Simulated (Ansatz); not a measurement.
Write a Python script for the Python package of Ansatz (0.2.0) that makes a phonon calculation by linear response of As, space group Pm-3m. Level of theory: PBEsol, PAW, the default cutoff (420 eV here), 12×12×12 k-points, Fermi-Dirac smearing of 0.1 eV.

```cif
data_structure
_symmetry_space_group_name_H-M 'P 1'
_symmetry_Int_Tables_number 1
_cell_length_a 2.7037
_cell_length_b 2.7037
_cell_length_c 2.7037
_cell_angle_alpha 90.000
_cell_angle_beta 90.000
_cell_angle_gamma 90.000
_cell_volume 19.76
loop_
_atom_site_label
_atom_site_type_symbol
_atom_site_fract_x
_atom_site_fract_y
_atom_site_fract_z
_atom_site_occupancy
As1 As 0.50000 0.50000 0.50000 1
```

The script, `run_dfpt.py`:
```python
from pathlib import Path

import ansatz as az
import numpy as np

XC = "PBEsol"
SMEARING = "Fermi-Dirac"
KGRID = (12, 12, 12)

lattice = az.Lattice.of(
    (2.703682, 0.0, 0.0),
    (0.0, 2.703682, 0.0),
    (0.0, 0.0, 2.703682),
)
sites = [
    ("As", (0.5, 0.5, 0.5)),
]
structure = az.Crystal(lattice=lattice)
for symbol, position in sites:
    structure = structure.atom(symbol, position)

setup = (
    structure.calculation()
    .functional(XC)
    .occupations(SMEARING)
    .kpoints(*KGRID)
    .phonons("dfpt", points=[(0, 0, 0), (0, 0, 0.5)])
)
result = setup.run(threads=1, pin="off", runs_dir="runs")
ph = result.phonons

for q in ph.qpoints:
    print("q =", np.round(q.q_frac, 3), "1/cm:", " ".join(f"{w:.1f}" for w in q.omega_inv_cm))
```

`python run_dfpt.py` gives:
```text
DeckWarning: basis.ecutwfc = 420 eV, auto-derived from the records' recommended cutoffs: set by As (normal level)
q = [0. 0. 0.] 1/cm: -0.0 -0.0 -0.0
q = [0.  0.  0.5] 1/cm: 66.2 66.2 85.3
```
(Warnings from the package without file and line.)

Caveats:
- The cell isn't relaxed first, so the values belong to this volume.
- This isn't the structure that As takes at ambient conditions.
- The structure is taken as given; imaginary modes can come from an unrelaxed or unstable start. Phonons of metals also depend on mesh and smearing.
- Run time: 28 s on 1 thread of Arm Neoverse N1, with other jobs on the host, peak memory 0.55 GiB.

(Lines on the test bed's own set-up are left out of the output.)
